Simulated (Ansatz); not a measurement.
A run of Ansatz 0.2.0:

Contents of input.yaml:

```yaml
crystal:
  lattice:
    - [4.298945, 0.0, 0.0]
    - [0.0, 4.298945, 0.0]
    - [0.0, 0.0, 4.298945]
  atoms:
    - { symbol: Pb, position: [0.013484, -0.004395, -0.011258] }
    - { symbol: Pd, position: [0.500155, -0.002583, 0.483251] }
    - { symbol: Pd, position: [0.50113, 0.488288, -0.003021] }
    - { symbol: Pd, position: [0.007358, 0.49295, 0.502686] }
    - { symbol: C, position: [0.499446, 0.507429, 0.502105] }
hamiltonian:
  xc: pbe
  pseudopotentials: { kind: paw }
kpoints:
  mp_grid: { grid: [6, 6, 6] }
scf:
  occupations: { method: fermi_dirac, width: 0.05 }
output:
  forces: true
  stress: true
  eigenvalues: true
```

Potentials or basis: Ansatz PAW.

The run is started by

```console
$ ansatz run input.yaml --threads 2 --pin off --max-ram 5120MiB --backend cpu --events-out ev --progress --plain --runs-dir out
```

Hardware: 2 threads of Intel(R) Xeon(R) Processor @ 2.50GHz (Skylake/Cascade Lake) (shared host).

Task: How long does it take, and how much memory?

Result: Run time: 27 s on 2 threads of Intel(R) Xeon(R) Processor @ 2.50GHz (Skylake/Cascade Lake) (shared host), peak memory 0.55 GiB. Counts: scf iterations 7, plane waves 1551, k points 112, bands 44.
